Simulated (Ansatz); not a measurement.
# C4H9FSi: the cost of one run

Program: Ansatz 0.2.0. Level of theory: RKS PBE/STO-3G. These are calculated values, not measurements.

1 further run of the same task is left out (it didn't finish).

## Step 1: The structure to begin with

Bond lengths: C1–C2 1.543 Å, C2–C3 1.349 Å, C3–Si4 1.841 Å, Si4–C5 1.900 Å, Si4–F6 1.634 Å, C1–H7 1.091 Å, C1–H8 1.063 Å, C1–H9 1.035 Å, C2–H10 1.073 Å, C3–H11 1.106 Å, Si4–H12 1.431 Å, C5–H13 1.134 Å, C5–H14 1.049 Å, C5–H15 1.104 Å. Angles (14 of 24 angles, heavy atoms first): C1–C2–C3 124.3°, C2–C3–Si4 125.4°, C3–Si4–C5 108.8°, C3–Si4–F6 106.2°, C5–Si4–F6 105.4°, C1–C2–H10 115.6°, C3–C2–H10 120.1°, C2–C1–H7 105.9°, C2–C1–H8 108.7°, C2–C1–H9 109.3°, C2–C3–H11 120.6°, Si4–C3–H11 113.6°, C3–Si4–H12 113.9°, C5–Si4–H12 111.9°.

As a file:

```xyz
15

C     0.8423   -2.6362   -0.1324
C     0.6933   -1.1061   -0.2613
C     0.0998   -0.3191    0.6593
Si    0.0462    1.5209    0.6156
C    -1.2440    2.0665   -0.6675
F    -0.5512    1.9945    2.0607
H     0.3017   -3.0623   -0.9793
H     0.3902   -2.9469    0.7785
H     1.8476   -2.8820   -0.1283
H     1.1256   -0.6714   -1.1419
H    -0.2965   -0.7514    1.5974
H     1.3193    2.1320    0.3865
H    -1.3971    3.1898   -0.6553
H    -0.9613    1.7906   -1.6395
H    -2.2378    1.6303   -0.4632
```

## Step 2: End point A

File input.yaml:

```yaml
crystal:
  periodic: [false, false, false]
  atoms:
    - { symbol: C, position_ang: [0.8423, -2.6362, -0.1324] }
    - { symbol: C, position_ang: [0.6933, -1.1061, -0.2613] }
    - { symbol: C, position_ang: [0.0998, -0.3191, 0.6593] }
    - { symbol: Si, position_ang: [0.0462, 1.5209, 0.6156] }
    - { symbol: C, position_ang: [-1.244, 2.0665, -0.6675] }
    - { symbol: F, position_ang: [-0.5512, 1.9945, 2.0607] }
    - { symbol: H, position_ang: [0.3017, -3.0623, -0.9793] }
    - { symbol: H, position_ang: [0.3902, -2.9469, 0.7785] }
    - { symbol: H, position_ang: [1.8476, -2.882, -0.1283] }
    - { symbol: H, position_ang: [1.1256, -0.6714, -1.1419] }
    - { symbol: H, position_ang: [-0.2965, -0.7514, 1.5974] }
    - { symbol: H, position_ang: [1.3193, 2.132, 0.3865] }
    - { symbol: H, position_ang: [-1.3971, 3.1898, -0.6553] }
    - { symbol: H, position_ang: [-0.9613, 1.7906, -1.6395] }
    - { symbol: H, position_ang: [-2.2378, 1.6303, -0.4632] }
basis:
  gaussian: { orbitals: STO-3G }
hamiltonian:
  xc: pbe
relax:
  f_tol: 0.015
  max_steps: 40
```

Launch:

```console
> ansatz run input.yaml --threads 1 --pin off --max-ram 2048MiB --backend cpu --events-out ev --progress --plain --runs-dir out
```

Q: Estimate wall time and peak memory on 1 thread of Intel Xeon 6975P-C (Granite Rapids), shared host.

About 45 s, with a peak of 0.15 GiB.
